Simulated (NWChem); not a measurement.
**AlClF2 (SMILES [F][Al]([F])[Cl]) at MP2/pcseg-1**

What is the vertical ionisation energy of AlClF2 at MP2/pcseg-1? 

The results are computed with NWChem 7.3.0.

**1. The system as given**

AlClF2 has 4 atoms, charge 0, and is taken as a singlet. SMILES: `[F][Al]([F])[Cl]`. Geometry: relaxed at PBE0-D4/def2-TZVP.

Bond lengths: F1–Al2 1.631 Å, Al2–F3 1.631 Å, Al2–Cl4 2.061 Å. Angles: F1–Al2–F3 119.0°, F1–Al2–Cl4 120.5°, F3–Al2–Cl4 120.5°.

**2. A single-point energy at MP2/pcseg-1**

Contents of calc.nw:

```
start calc
title "AlClF2"
memory stack 880 mb heap 220 mb global 1100 mb
charge 0
geometry noautosym nocenter noautoz
  F        0.997200       0.721760       1.149640
  Al       0.069280      -0.050750       0.053570
  F        0.273490      -1.653820      -0.164660
  Cl      -1.339980       0.982810      -1.038560
end
basis spherical bse
  * library pcseg-1
end
scf
  thresh 1e-08
  maxiter 80
  print low
end
mp2
  freeze core 12
  tight
end
task mp2 energy
```

Command:

```bash
$ nwchem calc.nw > calc.out
```

The program printed:

```text
[...]
  functions       =    64
[...]
  wavefunction    = RHF
[...]
         Total SCF energy =   -900.409517234743
      One-electron energy =  -1646.583467748334
      Two-electron energy =    547.826000976068
 Nuclear repulsion energy =    198.347949537523
        Time for solution =      4.0s
[...]
          Total MP2 energy          -900.964128410940
[...]
```

It took 5.7 s on 1 thread of Intel Xeon 6975P-C (Granite Rapids), shared host; peak memory 0.13 GiB.

**3. The doublet cation**

Contents of alclf2.nw:

```
start alclf2
title "AlClF2"
memory 2200 mb
charge 1

geometry noautosym nocenter noautoz
 F     0.997200    0.721760    1.149640
 Al    0.069280   -0.050750    0.053570
 F     0.273490   -1.653820   -0.164660
 Cl   -1.339980    0.982810   -1.038560
end

basis spherical bse
 * library pcseg-1
end

scf
 nopen 1
 uhf
 thresh 1e-08
 maxiter 80
 noprint "final vectors analysis"
end

mp2
 freeze core 12
 tight
end

task mp2
```

Command:

```bash
$ nwchem alclf2.nw > alclf2.out
```

The program printed:

```text
[...]
  functions       =    64
[...]
  wavefunction    = UHF
[...]
         Total SCF energy =   -899.968309612070
      One electron energy =  -1633.461074207725
      Two electron energy =    535.144815058132
 Nuclear repulsion energy =    198.347949537523
                       Sz =      0.5000
                 Sz(Sz+1) =      0.7500
                      S^2 =      0.7569
[...]
          Total MP2 energy          -900.496108805925
[...]
```

It took 12 s on 1 thread of Intel Xeon 6975P-C (Granite Rapids), shared host; peak memory 0.13 GiB.

**4. Summary of results**

Level: MP2/pcseg-1, 12 core orbitals frozen.

| quantity | value |
| --- | --- |
| singlet AlClF2: total energy | -900.96413 Eh |
| singlet AlClF2: correlation energy (12 core orbitals frozen) | -554.6 mEh |
| doublet cation: total energy | -900.49611 Eh |
| doublet cation: correlation energy (12 core orbitals frozen) | -527.8 mEh |
| doublet cation: ⟨S²⟩ of the reference determinant | 0.757 |
| vertical ionisation energy (to the doublet cation) | 12.735 eV |

The vertical ionisation energy comes to 12.74 eV (294 kcal/mol). Mulliken charges (doublet cation) run from -0.56 on F1 to +1.66 on Al2.
